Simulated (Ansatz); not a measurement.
I need a ladder of methods at one geometry of CH7NOSi2, SMILES [SiH3]N[SiH]1CO1. Use Ansatz 0.2.0 through its Python package. Level of theory (for the species named): PBE, def2-SVP basis, multiplicity 1. The script varies functional: pbe, r2scan0, cam_b3lyp, r2scan, hse06, pbe0.

`ch7nosi2.xyz`
```text
12

Si   -0.59290   -1.23530    1.59170
N    -0.55210    0.24210    0.69900
Si    0.38710    0.02450   -0.66610
C     0.29910    1.24240   -2.02180
O     1.05350    1.52500   -0.92200
H    -1.18490   -2.25240    0.71900
H     0.72890   -1.52910    2.10170
H    -1.50900   -0.92750    2.71410
H    -0.12930    0.99350    1.30930
H     1.60340   -0.85310   -0.47780
H    -0.74450    1.72330   -2.07310
H     0.71760    0.99140   -2.94000
```

`run_methods.py`
```python
"""CH7NOSi2 at several levels of theory."""

from pathlib import Path

import ansatz
import numpy as np

molecule = ansatz.Crystal.molecule_from_extxyz("ch7nosi2.xyz")

setup = molecule.calculation().basis(gaussian="def2-SVP")

print("functional    E (Ha)        dipole (D)   HOMO (eV)  LUMO (eV)")
for name in ["pbe", "r2scan0", "cam_b3lyp", "r2scan", "hse06", "pbe0"]:
    data = setup.functional(name).forces().orbitals().run(runs_dir="runs").report
    lines = Path(data["orbitals_path"]).read_text().splitlines()
    field_of = lambda key: [line.split("=")[1].strip() for line in lines if line.startswith(key)]
    orbitals = [(27.211386 * float(e), s, float(n)) for e, s, n in zip(field_of("Ene="), field_of("Spin="), field_of("Occup="))]
    homo = max(e for e, _, n in orbitals if n > 0.5)
    lumo = min(e for e, _, n in orbitals if n < 0.5)
    dipole = 4.803205 * np.linalg.norm(data["charge_distribution"]["dipole_moment_e_ang"])
    print(f"{name:10s} {data['free_energy_ev'] / 27.211386246:14.6f} {dipole:9.3f} {homo:11.3f} {lumo:10.3f}")
```

```console
$ python run_methods.py
functional    E (Ha)        dipole (D)   HOMO (eV)  LUMO (eV)
pbe           -750.428050     1.078      -5.625     -1.835
r2scan0       -750.759953     1.481      -7.002     -0.982
cam_b3lyp     -750.867036     1.559      -8.082      0.063
r2scan        -750.790576     1.224      -5.888     -1.721
hse06         -750.476023     1.389      -6.436     -1.422
pbe0          -750.497452     1.398      -6.833     -1.045
```

What to keep in mind:
- Total energies depend on the basis set; only differences at equal settings carry meaning.
- The geometry is a force-field or estimated start, not a minimum of this method, and the basis set is short of its limit. A lower total doesn't mark the better method: functionals have no common bound, and MP2 and coupled cluster aren't variational.
- Levels such as HOMO and LUMO are orbital energies: with these approximate functionals they aren't the ionisation energy and electron affinity, and their gap isn't the fundamental gap.
- hse06 follows the composition of plane-wave codes, whose totals differ by tens of mHa, up to about 0.1 Ha, from the form usual in Gaussian-basis programs (wpbeh).
- It ran for 40 s on 1 thread of Arm Neoverse V2 (shared host), peak memory 0.37 GiB.
